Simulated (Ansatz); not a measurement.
**C₂H₅FSSiZn: basis-set convergence**

One table from this session's results is given with a row withheld; the runs are named, their logs left out.

Computed with Ansatz 0.2.0, Gaussian basis. Level: one geometry, several basis sets.

Levels to be run: PBE0-D4/def2-SVP; ωB97M-V/def2-SVP; PBE0-D4/def2-QZVPP; ωB97M-V/def2-QZVPP; the functionals' def2-TZVPP values are taken from earlier runs.

## The geometry

An earlier PBE0-D4 in a triple-zeta def2 set relaxation fixed the geometry.

SMILES `F[SiH]1CC[S][Zn]1`, 11 atoms, charge 0, spin multiplicity 1.

Atoms are counted from 1 here; the program's logs count them from 0.

Bond lengths: F1–Si2 1.611 Å, Si2–C3 1.892 Å, Si2–Zn6 2.344 Å, Si2–H7 1.485 Å, C3–C4 1.542 Å, C3–H8 1.098 Å, C3–H9 1.097 Å, C4–S5 1.854 Å, C4–H10 1.091 Å, C4–H11 1.091 Å, S5–Zn6 2.199 Å. Angles: F1–Si2–C3 110.1°, F1–Si2–Zn6 115.9°, F1–Si2–H7 106.7°, C3–Si2–Zn6 85.6°, C3–Si2–H7 110.4°, Zn6–Si2–H7 125.5°, Si2–C3–C4 117.0°, Si2–C3–H8 109.3°, Si2–C3–H9 105.6°, C4–C3–H8 108.7°, C4–C3–H9 109.0°, H8–C3–H9 106.7°, C3–C4–S5 117.6°, C3–C4–H10 109.3°, C3–C4–H11 110.3°, S5–C4–H10 104.3°, S5–C4–H11 107.9°, H10–C4–H11 106.9° and more.

The first run:

Contents of in.yaml:

```yaml
crystal:
  periodic: [false, false, false]
  atoms:
    - {symbol: F, position_ang: [-2.401239, 0.169003, 0.965833]}
    - {symbol: Si, position_ang: [-0.920008, 0.796181, 1.051235]}
    - {symbol: C, position_ang: [0.356660, -0.463625, 0.448499]}
    - {symbol: C, position_ang: [0.514783, -0.625740, -1.076329]}
    - {symbol: S, position_ang: [1.070314, 0.855559, -2.043671]}
    - {symbol: Zn, position_ang: [-0.246217, 2.087293, -0.785099]}
    - {symbol: H, position_ang: [-0.680535, 1.132637, 2.477514]}
    - {symbol: H, position_ang: [0.132782, -1.445025, 0.885882]}
    - {symbol: H, position_ang: [1.314749, -0.140100, 0.874917]}
    - {symbol: H, position_ang: [1.275184, -1.381337, -1.281188]}
    - {symbol: H, position_ang: [-0.416483, -0.984846, -1.517602]}
basis:
  gaussian: {orbitals: def2-SVP}
hamiltonian: {xc: pbe0, dispersion: d4}
output: {orbitals: {seedname: orbitals}}
```

The run is started by

```sh
$ ansatz run in.yaml --threads 2 --pin off --events-out ev --progress --plain --max-ram 32768MiB --backend cpu
```

Steps of the session up to this table: PBE0-D4 in def2-SVP; ωB97M-V in def2-SVP; PBE0-D4 in def2-QZVPP; ωB97M-V in def2-QZVPP.

One table of the session follows, with a row left open; its other results are not shown here.

It belongs to the step «Density functionals: the series». 

| functional | basis | HOMO (eV) | LUMO (eV) |
| --- | --- | --- | --- |
| PBE0-D4 | def2-SVP | -6.28 | -1.96 |
| PBE0-D4 | def2-TZVPP | -6.52 | -2.17 |
| PBE0-D4 | def2-QZVPP | ? | ? |
| ωB97M-V | def2-SVP | -8.34 | -0.31 |
| ωB97M-V | def2-TZVPP | -8.55 | -0.56 |
| ωB97M-V | def2-QZVPP | -8.58 | -0.66 |

Estimate the missing values for PBE0-D4, def2-QZVPP.

The run gave: HOMO (eV): -6.55; LUMO (eV): -2.19. In the column «HOMO (eV)» it lies between ωB97M-V, def2-SVP (-8.34) and PBE0-D4, def2-TZVPP (-6.52).
